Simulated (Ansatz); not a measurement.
This script drives Ansatz 0.2.0 through its Python package.

The script, `kconv.py`:
```python
"""k-point test for TaN."""

import csv

import ansatz as az


def main() -> None:
    system = (
        az.Lattice.from_parameters(5.196, 5.196, 2.911, alpha=90, beta=90, gamma=120)
        .space_group(189)
        .atom("Ta", (1 / 3, 2 / 3, 0.5))
        .atom("Ta", (0.0, 0.0, 0.0))
        .atom("N", (0.39285, 0.0, 0.0))
    )

    calculation = (
        system.calculation()
        .functional("r2SCAN")
        .basis(45 * az.Ry)
        .occupations("cold", width=0.1)
    )

    rows = []
    for value in [0.8, 0.6, 0.5, 0.4, 0.33]:
        data = calculation.kpoints(spacing=value).run(threads=1, backend="cpu").report
        rows.append((value, data["free_energy_ev"] / len(data["lattice"]["sites"]), data["n_iterations"], data["n_kpoints"]))

    with open("kconv.csv", "w", newline="") as handle:
        writer = csv.writer(handle)
        writer.writerow(["spacing (1/A)", "F/atom (eV)", "iterations", "k-points"])
        writer.writerows([round(v, 5) if isinstance(v, float) else v for v in row] for row in rows)

    # differences from the last row
    for row in rows[:-1]:
        shift = 1000 * (row[1] - rows[-1][1])
        print(f"{row[0]}: {shift:+.2f} meV/atom" + ("  (within 5 meV)" if abs(shift) < 5 else ""))


if __name__ == "__main__":
    main()
```

It is started by `python kconv.py`. How long does it take on 1 thread of Arm Neoverse V1, with other jobs on the host, and how much memory does it need?

It took about 39 s, with a peak of 0.53 GiB, for 5 runs of the engine.

```console
$ python kconv.py
0.8: +61.36 meV/atom
0.6: +16.90 meV/atom
0.5: +6.63 meV/atom
0.4: +8.16 meV/atom
```

File `kconv.csv` afterwards:
```csv
spacing (1/A),F/atom (eV),iterations,k-points
0.8,-5165.86641,7,4
0.6,-5165.91087,7,9
0.5,-5165.92114,7,9
0.4,-5165.91961,7,16
0.33,-5165.92777,7,20
```

Caveats:
- No spin polarisation was allowed.
- Spin-orbit coupling, which matters for elements this heavy, is left out.
- The structure is a deposited one; some such entries were measured under pressure or heat, so a shift against it needn't be the functional's error alone.
- Shifts are counted from the finest mesh, which is itself no proven limit.
